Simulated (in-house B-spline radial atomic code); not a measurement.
# Rh⁴³⁺: excited configurations

Wanted: excitation energies of Rh⁴³⁺ as differences of total energies (ΔSCF).

Method: Dirac-Hartree-Fock, average of configuration, Fermi nucleus, basis-set limit. Code: in-house B-spline radial atomic code version 1.

### Step 1. Starting point

| Property | Result |
| --- | --- |
| element | rhodium (Z = 45) |
| charge | +43 |
| electrons | 2 |
| configuration | 1s2 |
| Hamiltonian | Dirac-Coulomb |
| nucleus | Fermi, rms radius 4.495 fm |

The run's settings:

```ini
Z = 45
electrons = 2.0
configuration = 1s2
hamiltonian = dirac
method = hf
spin_polarised = False
nucleus = fermi
rms_radius = 4.4945
mass_number = 103
atomic_mass = 102.905494081
speed_of_light = 137.035999084
```

From the earlier run of the reference: total energy -2053.471550 hartree. Levels, eight at most:

```
orbital  occupation  energy (eV)  <r> (bohr)
  1s1/2           2     -27543.3     0.03239
```

### Step 2. Configuration 1s1 3p1

The run's settings:

```ini
Z = 45
electrons = 2.0
configuration = 1s1 3p1
hamiltonian = dirac
method = hf
spin_polarised = False
nucleus = fermi
rms_radius = 4.4945
mass_number = 103
atomic_mass = 102.905494081
speed_of_light = 137.035999084
```

### Step 3. 1s1 4d1

Changes to the settings of step 2:

```diff
@@ -2,3 +2,3 @@
 electrons = 2.0
-configuration = 1s1 3p1
+configuration = 1s1 4d1
 hamiltonian = dirac
```

### Step 4. Run with 1s1 5s1

Changes to the settings of step 3:

```diff
@@ -2,3 +2,3 @@
 electrons = 2.0
-configuration = 1s1 4d1
+configuration = 1s1 5s1
 hamiltonian = dirac
```

### Step 5. Run with 1s1 2p1

Changes to the settings of step 4:

```diff
@@ -2,3 +2,3 @@
 electrons = 2.0
-configuration = 1s1 5s1
+configuration = 1s1 2p1
 hamiltonian = dirac
```

### Step 6. 1s1 3s1

Changes to the settings of step 5:

```diff
@@ -2,3 +2,3 @@
 electrons = 2.0
-configuration = 1s1 2p1
+configuration = 1s1 3s1
 hamiltonian = dirac
```

**Question.** How far above the reference does each configuration lie (order and size, in eV)?

The runs gave:

| net move | configuration | energy above the reference (eV) | with Breit, QED, recoil (eV) | largest <r> (bohr) |
| --- | --- | --- | --- | --- |
| 1s → 2p | 1s1 2p1 | 20833.8 | 20779.1 | 0.112 |
| 1s → 3s | 1s1 3s1 | 24513.1 | 24457.3 | 0.295 |
| 1s → 3p | 1s1 3p1 | 24565.7 | 24509.5 | 0.280 |
| 1s → 4d | 1s1 4d1 | 25886.1 | 25829.2 | 0.475 |
| 1s → 5s | 1s1 5s1 | 26464.1 | 26407.4 | 0.832 |

Quantum defects of the promoted electron, δ = n − ζ/√(−2ε) with ζ = 44 and ε its orbital energy in hartree:

| promotion | δ |
| --- | --- |
| 1s → 2p | 0.018 |
| 1s → 3s | 0.142 |
| 1s → 3p | 0.025 |
| 1s → 4d | 0.011 |
| 1s → 5s | 0.126 |

**Reading.** At the bottom stands 1s → 2p (20833.8 eV), at the top 1s → 5s (26464.1 eV). Of those tabulated, the defect is largest for 3s (0.14) and least for 4d (0.01); at this charge much of the defect is relativistic. Two partly filled shells share a symmetry and can mix in the average, which may lower the energy, for: 1s → 3s; 1s → 5s. These are averages over configurations, without correlation, not spectroscopic levels.
